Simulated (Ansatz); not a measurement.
# B15As8: the cost of one run

Method: DFT PBE, scalar-relativistic, plane waves, PAW, in Ansatz 0.2.0.

## Step 1: Starting point

The cell holds 23 atoms (As8B15): a = 6.753 Å, b = 6.545 Å, c = 7.131 Å, α = 89.23°, β = 90.94°, γ = 91.42°.

It is the last frame of an earlier stage of the same melt, run at 4000 K.

As a file:

```
As B
1.0
     6.75240   -0.08216   -0.05653
    -0.08216    6.54397    0.04556
    -0.05653    0.04556    7.13076
As B
8 15
Direct
  0.72338 0.90892 0.74476
  0.34306 0.69410 0.29509
  0.57273 0.20250 0.97909
  0.00602 0.74552 0.46166
  0.09168 0.25884 0.75498
  0.22131 0.10240 0.24485
  0.41198 0.21417 0.59055
  0.69617 0.54487 0.54310
  0.55327 0.64145 0.81149
  0.79461 0.30573 0.23535
  0.52112 0.90958 0.17340
  0.73814 0.79308 0.27217
  0.98356 0.92722 0.09293
  0.96026 0.48695 0.96307
  0.72007 0.58971 0.11875
  0.35828 0.42493 0.19633
  0.81087 0.58953 0.80802
  0.58890 0.39069 0.20686
  0.21169 0.49774 0.92693
  0.88069 0.10941 0.08401
  0.12764 0.71084 0.08295
  0.20529 0.35393 0.36065
  0.97538 0.34998 0.40935
```

## Step 2: The last frame at 4000 K on a finer mesh

The electrons keep the Fermi-Dirac width of that temperature.

input.yaml

```yaml
crystal:
  lattice:
    - [6.752397, -0.082159, -0.056534]
    - [-0.082159, 6.543973, 0.045556]
    - [-0.056534, 0.045556, 7.130764]
  atoms:
    - { symbol: As, position: [0.723375084, 0.9089200478, 0.7447564182] }
    - { symbol: As, position: [0.3430606642, 0.6941035998, 0.295091087] }
    - { symbol: As, position: [0.5727327934, 0.2025020945, 0.9790947039] }
    - { symbol: As, position: [0.0060175262, 0.7455229073, 0.4616639739] }
    - { symbol: As, position: [0.091677922, 0.2588429728, 0.7549752949] }
    - { symbol: As, position: [0.2213062875, 0.1024040382, 0.2448511643] }
    - { symbol: As, position: [0.4119768329, 0.214174247, 0.590545536] }
    - { symbol: As, position: [0.6961749913, 0.5448689256, 0.5430971717] }
    - { symbol: B, position: [0.55326854, 0.6414534793, 0.8114880393] }
    - { symbol: B, position: [0.7946074512, 0.3057250041, 0.2353476575] }
    - { symbol: B, position: [0.5211206081, 0.9095785489, 0.1734007621] }
    - { symbol: B, position: [0.7381418161, 0.7930845209, 0.2721695581] }
    - { symbol: B, position: [0.983557479, 0.9272232784, 0.0929332804] }
    - { symbol: B, position: [0.960260597, 0.4869526822, 0.9630666886] }
    - { symbol: B, position: [0.7200691362, 0.5897089251, 0.1187503873] }
    - { symbol: B, position: [0.3582796579, 0.4249320317, 0.1963272048] }
    - { symbol: B, position: [0.8108701413, 0.5895292387, 0.8080181947] }
    - { symbol: B, position: [0.5889001871, 0.3906899072, 0.206858062] }
    - { symbol: B, position: [0.2116888746, 0.4977436354, 0.9269251086] }
    - { symbol: B, position: [0.8806872709, 0.1094091185, 0.0840120728] }
    - { symbol: B, position: [0.1276391769, 0.7108405657, 0.0829476177] }
    - { symbol: B, position: [0.2052889491, 0.3539264476, 0.3606544402] }
    - { symbol: B, position: [0.9753776412, 0.3499804681, 0.4093451512] }
basis:
  ecutwfc: 420
kpoints:
  mp_grid: { grid: [4, 4, 3] }
hamiltonian:
  xc: pbe
scf:
  occupations: { method: fermi_dirac, width: 0.3447 }
output:
  forces: true
  stress: true
  eigenvalues: true
  populations: true
  write_density: true
  write_potential: true
  elf: true
  volumetric_format: npy
```

On the command line:

```bash
$ ansatz run input.yaml --threads 2 --pin off --max-ram 5120MiB --backend cpu --events-out ev --progress --plain --runs-dir out
```

Q: Estimate wall time and peak memory on 2 threads of Arm Neoverse V2, shared host.

About 67 s, with a peak of 1.1 GiB.
